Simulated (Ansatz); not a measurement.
# One shape, several levels: InN2H5 (SMILES [NH2][InH][NH2])

Wanted: a comparison of 6 runs (HF/3-21G, HF/def2-SVP, HSE06/def2-SVP, r2SCAN/def2-SVP, MP2/def2-SVP, CCSD/def2-SVP) of InN2H5. 

Program for the calculation: Ansatz 0.2.0.

53 further runs of the same task are left out: 53 set aside as unsound or not needed.

### 1 The molecule

InN2H5 has 8 atoms, charge 0, and is taken as a singlet. As SMILES, `[NH2][InH][NH2]`. The N1–In2 distance was set to 3.633 Å, away from the relaxed value. At this shape a bond of the SMILES string is far longer than usual.

Bond lengths: In2–N3 2.018 Å, N1–H4 1.008 Å, N1–H5 1.008 Å, In2–H6 1.703 Å, N3–H7 1.008 Å, N3–H8 1.008 Å. Angles: In2–N3–H7 119.7°, In2–N3–H8 119.3°, N3–In2–H6 123.6°, H7–N3–H8 109.6°, H4–N1–H5 109.6°.

### 2 A single-point energy at HF/3-21G (run 1)

job.yaml

```yaml
crystal:
  periodic: [false, false, false]
  atoms:
    - {symbol: "N", position_ang: [-1.943841, 1.092556, -2.392976]}
    - {symbol: In, position_ang: [0.248000, 0.564800, 0.455500]}
    - {symbol: "N", position_ang: [0.742700, -1.375200, 0.709600]}
    - {symbol: H, position_ang: [-2.456241, 0.311356, -2.772576]}
    - {symbol: H, position_ang: [-2.512341, 1.923756, -2.437776]}
    - {symbol: H, position_ang: [0.799000, 1.819200, 1.467500]}
    - {symbol: H, position_ang: [1.570900, -1.614700, 1.231800]}
    - {symbol: H, position_ang: [0.629500, -2.018100, -0.059000]}
basis:
  gaussian:
    orbitals: 3-21G-spherical.json
accuracy: high
output: {orbitals: {seedname: orbitals}}
hamiltonian:
  xc: hf
```

The basis set 3-21G is read from a file made from the Basis Set Exchange's data (not shown).

On the command line:

```console
$ ansatz run job.yaml --threads 1 --pin off --max-ram 3480MiB --events-out events.jsonl --progress --plain --runs-dir runs
```

The log of the run:

```text
Warning: RAYON_NUM_THREADS=1 ignored (pool sized by the plan → 1); use --threads N
Functional definition: HF
  name "HF"
  exchange = exact_x
  correlation = 0
1236 factors; integrals over basis functions are off by at most 9.9e-9 eV
mean field evaluation 1: about -158519.6711 eV, gradient 4.9e1 eV
mean field evaluation 2: about -158519.8317 eV, gradient 5.0e1 eV
mean field evaluation 4: about -158525.5309 eV, gradient 1.5e1 eV
mean field evaluation 8: about -158526.4489 eV, gradient 1.4e0 eV
mean field evaluation 16: about -158526.4666 eV, gradient 2.3e-8 eV
mean field evaluation 32: about -158506.3453 eV, gradient 2.9e1 eV
mean field -158526.46658487 eV, -5825.7401938957 hartree, gradient 4.6e-8 eV, S^2 0.000000; 0 other end points of the search recorded, 0 dependent functions left out
reference -158526.46658487 eV, -5825.7401938957 hartree; 34, 34 occupied and 25, 25 virtual orbitals, 1236 factors
Total energy: -158526.46658487 eV, -5825.7401938957 hartree
```

Run time: 2.4 s. Hardware: 1 thread of Intel Xeon Platinum 8259CL at 2.50GHz (Skylake/Cascade Lake), shared host; peak memory 0.16 GiB.

### 3 The energy at HF/def2-SVP (core potential) (run 2)

molecule.yaml

```yaml
crystal:
  periodic: [false, false, false]
  atoms:
    - {symbol: N, position_ang: [-1.943841, 1.092556, -2.392976]}
    - {symbol: In, position_ang: [0.248000, 0.564800, 0.455500]}
    - {symbol: "N", position_ang: [0.742700, -1.375200, 0.709600]}
    - {symbol: H, position_ang: [-2.456241, 0.311356, -2.772576]}
    - {symbol: H, position_ang: [-2.512341, 1.923756, -2.437776]}
    - {symbol: H, position_ang: [0.799000, 1.819200, 1.467500]}
    - {symbol: H, position_ang: [1.570900, -1.614700, 1.231800]}
    - {symbol: H, position_ang: [0.629500, -2.018100, -0.059000]}
basis:
  gaussian:
    orbitals: def2-SVP
hamiltonian:
  xc: hf
accuracy: high
output: {orbitals: {seedname: orbitals}}
```

On the command line:

```console
$ ansatz run molecule.yaml --threads 1 --pin off --max-ram 3480MiB --events-out events.jsonl --progress --plain --runs-dir runs
```

The log of the run:

```text
Warning: RAYON_NUM_THREADS=1 ignored (pool sized by the plan → 1); use --threads N
[... 4 set-up lines as earlier in the session ...]
1886 factors; integrals over basis functions are off by at most 5.2e-9 eV
mean field evaluation 1: about -8175.8503 eV, gradient 5.3e1 eV
mean field evaluation 2: about -8175.9215 eV, gradient 5.3e1 eV
mean field evaluation 4: about -8182.3464 eV, gradient 1.9e1 eV
mean field evaluation 8: about -8183.6276 eV, gradient 4.3e-1 eV
mean field evaluation 16: about -8183.6417 eV, gradient 8.6e-9 eV
mean field -8183.64167808 eV, -300.7432845981 hartree, gradient 2.7e-8 eV, S^2 0.000000; 0 other end points of the search recorded, 0 dependent functions left out
reference -8183.64167808 eV, -300.7432845981 hartree; 20, 20 occupied and 59, 59 virtual orbitals, 1886 factors
Total energy: -8183.64167808 eV, -300.7432845981 hartree
```

Run time: 3.3 s. Hardware: 1 thread of Intel Xeon Platinum 8259CL at 2.50GHz (Skylake/Cascade Lake), shared host; peak memory 0.22 GiB.

Runs 3 to 5 aren't shown in full; the table further down has their settings and results.

### 4 A single-point energy at CCSD/def2-SVP (core potential) (run 6)

run.yaml

```yaml
crystal:
  periodic: [false, false, false]
  atoms:
    - {symbol: N, position_ang: [-1.943841, 1.092556, -2.392976]}
    - {symbol: In, position_ang: [0.248000, 0.564800, 0.455500]}
    - {symbol: "N", position_ang: [0.742700, -1.375200, 0.709600]}
    - {symbol: H, position_ang: [-2.456241, 0.311356, -2.772576]}
    - {symbol: H, position_ang: [-2.512341, 1.923756, -2.437776]}
    - {symbol: H, position_ang: [0.799000, 1.819200, 1.467500]}
    - {symbol: H, position_ang: [1.570900, -1.614700, 1.231800]}
    - {symbol: H, position_ang: [0.629500, -2.018100, -0.059000]}
basis:
  gaussian:
    orbitals: def2-SVP
correlation:
  method: ccsd
  frozen_orbitals: {H: 0, In: 4, "N": 1}
accuracy: high
scf:
  omitted_lower_state_checks: [cluster_reference, increment]
```

On the command line:

```console
$ ansatz run run.yaml --threads 1 --pin off --max-ram 3480MiB --events-out events.jsonl --progress --plain --runs-dir runs
```

The log of the run, shortened:

```text
Warning: RAYON_NUM_THREADS=1 ignored (pool sized by the plan → 1); use --threads N
[... 2 set-up lines as earlier in the session ...]
[...]
1886 factors; integrals over basis functions are off by at most 5.2e-9 eV
[...]
mean field -8183.64167808 eV, -300.7432845981 hartree, gradient 2.7e-8 eV, S^2 0.000000; 1 other end points of the search recorded, 0 dependent functions left out; unrestricted orbitals would lower it
6 core orbitals not correlated: weight in the atoms' cores, before any rotation towards them, 1.000 or more for the frozen orbitals, at most 0.000 for the correlated occupied ones
reference -8183.64167808 eV, -300.7432845981 hartree; 14, 14 occupied and 59, 59 virtual orbitals, 1886 factors
second order -12.76407300 eV of doubles, -0.00000000 eV of singles
cycle   1  -12.90066509 eV  change   -6.0e-1 eV  update   1.5e-1
[...]
cycle  36  -13.94055649 eV  change   3.4e-10 eV  update   1.6e-9
WARN: these amplitudes may be one of several solutions (largest doubles amplitude 0.49, level shift 1.19 eV)
Total energy: -8197.58223458 eV, -301.2555905999 hartree
Checks for a lower state left out: cluster_reference, increment
```

Run time: 20 s. Hardware: 1 thread of Intel Xeon Platinum 8259CL at 2.50GHz (Skylake/Cascade Lake), shared host; peak memory 0.46 GiB.

### 5 Overview of the runs

| run | level | core potential | frozen core orbitals | energy (Eh) | HOMO energy (eV) | LUMO energy (eV) | HOMO–LUMO gap (eV) | wall time |
| --- | --- | --- | --- | --- | --- | --- | --- | --- |
| 1 | HF/3-21G | none | – | -5825.740194 | -6.48 | 0.24 | 6.72 | 2.4 s |
| 2 | HF/def2-SVP (core potential) | def2-SVP | – | -300.743285 | -6.73 | -0.23 | 6.50 | 3.3 s |
| 3 | HSE06/def2-SVP (core potential) | def2-SVP | – | -302.263552 | -4.47 | -3.37 | 1.10 | 9.9 s |
| 4 | r2SCAN/def2-SVP (core potential) | def2-SVP | – | -302.413816 | -4.13 | -3.62 | 0.51 | 13 s |
| 5 | MP2/def2-SVP (core potential) | def2-SVP | 6 | -301.212356 | – | – | – | 6 s |
| 6 | CCSD/def2-SVP (core potential) | def2-SVP | 6 | -301.255591 | – | – | – | 20 s |

### 6 Summary of results

| quantity | value |
| --- | --- |
| run 6: total energy | -301.25559 Eh |
| run 6: correlation energy (6 core orbitals frozen) | -512.3 mEh |
| run 6: T1 diagnostic | 0.062 |

Below the HF energy at the same shape and in the same basis (def2-SVP): MP2 -469.1 mEh; CCSD -512.3 mEh. Over runs 1, 2, 3, 4 the HOMO–LUMO gap runs from 0.51 eV (r2SCAN/def2-SVP) to 6.72 eV (HF/3-21G). The two ends differ in method and basis and core potential. Totals of different functionals can't be ranked against each other. Some runs of one species differ in core potentials or relativity; totals across that change don't compare. In run 6 the T1 diagnostic is large, so a single reference may not serve. In runs 5, 6 the log says that unrestricted orbitals would lower the reference, so the values rest on an unstable closed-shell determinant (other closed-shell runs at this shape may share the fault). In run 1 relativity is left out where basis or elements ask for it. All runs together took 55 s, the longest 20 s.
